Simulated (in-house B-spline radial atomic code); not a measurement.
# Ir⁷¹⁺: ionisation energy by several methods

Aim: the ionisation energy of Ir⁷¹⁺ by several methods, each as the difference of two self-consistent energies (Ir⁷¹⁺ and the next ion, [He] 2s2 2p1).

Program: in-house B-spline radial atomic code version 1. Level of theory: scalar-relativistic (X2C), several functionals, spin-polarised; spherical all-electron atom at the radial basis limit. These are calculated values, not measurements, unless marked.

### Step 1. Starting point

| Quantity | Value |
| --- | --- |
| element | iridium (Z = 77) |
| charge | +71 |
| electrons | 6 |
| configuration | [He] 2s2 2p2 |
| nucleus | Fermi, rms radius 5.403 fm |

Outer shells as boxes (Hund's rule):

[He] 2s2 2p2
```
[He] core
2s [↑↓]
2p [↑ ][↑ ][  ]
```

Where spins are not typed, each open shell is filled with up spins first.

### Step 2. LDA (VWN5)

Settings of the run:

```ini
Z = 77
electrons = 6.0
configuration = [He] 2s2 2p2
hamiltonian = x2c
method = lda,vwn
spin_polarised = True
nucleus = fermi
rms_radius = 5.4032
mass_number = 193
atomic_mass = 192.962923753
speed_of_light = 137.035999084
```

### Step 3. SCAN, a meta-GGA

Settings: those of step 2 with these lines changed.

```diff
@@ -4,3 +4,3 @@
 hamiltonian = x2c
-method = lda,vwn
+method = scan,scan
 spin_polarised = True
```

### Step 4. Hartree-Fock

Settings: those of step 3 with these lines changed.

```diff
@@ -4,3 +4,3 @@
 hamiltonian = x2c
-method = scan,scan
+method = hf
 spin_polarised = True
```

### Step 5. revTPSS, a meta-GGA

Settings: those of step 4 with these lines changed.

```diff
@@ -4,3 +4,3 @@
 hamiltonian = x2c
-method = hf
+method = revtpss,revtpss
 spin_polarised = True
```

**Question.** The tabulated ionisation energy is 20210 ± 60 eV (tabulated theoretical; NIST Atomic Spectra Database). What does each method give, and which comes nearest?

**Answer**, as computed:

| method | rung | total energy (hartree) | ΔSCF (eV) | −ε highest (eV) | ΔSCF less tabulated (eV) |
| --- | --- | --- | --- | --- | --- |
| LDA (VWN5) | LDA | -9408.4813 | 19073.2 | 18895.0 (2p up) | -1136.8 |
| SCAN | meta-GGA | -9417.9608 | 19089.7 | 18917.5 (2p up) | -1120.3 |
| revTPSS | meta-GGA | -9418.0948 | 19079.6 | 18902.5 (2p up) | -1130.4 |
| Hartree-Fock | Hartree-Fock | -9417.3546 | 19079.9 | 19081.2 (2p up) | -1130.1 |

Tables give 20210 ± 60 eV (tabulated theoretical; NIST Atomic Spectra Database) for the ionisation energy. SCAN misses by -1120.3 eV, the least, and LDA (VWN5) by -1136.8 eV (5.6 %), the most. Mean absolute error by rung (exchange-only levels left out): LDA 1136.80 eV, meta-GGA 1125.38 eV, Hartree-Fock 1130.08 eV. All methods miss on the same side by much the same amount, which points to something that they share. Relativistic terms that these runs lack can be as large as the gaps between close methods, so the nearest may be so by luck. Spin-orbit coupling is left out. Open shells are averaged (over orientations, and over spins where the run is restricted), while tables refer to the lowest levels.

Members of this set that are not shown: 3 used exact exchange with fractional occupations of an open shell, which is unsound here.
